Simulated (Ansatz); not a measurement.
# SrCd: how the settings move a relaxation

Aim: see which settings change the result for SrCd, by how much, and at what cost.

Method: reference: DFT, r2SCAN, PAW with Ansatz's default frozen-core files, scalar-relativistic; relaxation of cell and atoms, in Ansatz 0.2.0.

**1. The starting structure**

Symmetry: Pm-3m, No. 221, cubic system. The conventional cell has a = 4.003 Å, b = 4.003 Å, c = 4.003 Å, α = 90.00°, β = 90.00°, γ = 90.00°. Sr (site symmetry m-3m) has 8 Cd at 3.47 Å in its first shell of neighbours. Cd (site symmetry m-3m) has 8 Sr at 3.47 Å in its first shell of neighbours.

Structure file:

```xyz
2
Lattice="4.0030 0.0000 0.0000 0.0000 4.0030 0.0000 0.0000 0.0000 4.0030" Properties=species:S:1:pos:R:3 pbc="T T T"
Sr    2.0015    2.0015    2.0015
Cd    0.0000    0.0000    0.0000
```

**2. Baseline**

Input file input.yaml:

```yaml
crystal:
  lattice:
    - [4.003, 0.0, 0.0]
    - [0.0, 4.003, 0.0]
    - [0.0, 0.0, 4.003]
  atoms:
    - { symbol: Sr, position: [0.5, 0.5, 0.5] }
    - { symbol: Cd, position: [0.0, 0.0, 0.0] }
kpoints:
  mp_grid: { grid: [10, 10, 10] }
scf:
  occupations: { method: fermi_dirac, width: 0.1 }
hamiltonian:
  xc: r2scan
  pseudopotentials: { kind: paw }
relax:
  f_tol: 0.002
  max_steps: 80
  cell: {}
output:
  forces: true
  stress: true
```

Command:

```sh
$ ansatz run input.yaml --threads 1 --pin off --max-ram 2560MiB --backend cpu --events-out ev --progress --plain --runs-dir out
```

**3. Changed: occupations.method cold, occupations.width 0.15, xc lda**

Changes to input.yaml since step 2:

```diff
@@ -11,5 +11,5 @@
 scf:
-  occupations: { method: fermi_dirac, width: 0.1 }
+  occupations: { method: cold, width: 0.15 }
 hamiltonian:
-  xc: r2scan
+  xc: lda
   pseudopotentials: { kind: paw }
```

Q: Predict the outcome of this session. Wanted: for each run, ending; energy change; pressure; gap; force.

**Answer**, as computed:

```
                                                       run     ending   energy change  pressure (GPa)  gap (eV)  force (eV/Å)  cycles   time
                                                 reference  converged               -             0.0      0.00          0.00      24   17 s
1: occupations.method cold, occupations.width 0.15, xc lda  converged  not comparable             0.0      0.00          0.00      29  9.1 s
```

**Reading.** After a change of functional the difference of the totals has no physical meaning; the final volume goes from 66.12 to 59.48 Å³. The smearing changed too. Cost: 29 SCF cycles against 24, 9.1 s against 17 s.
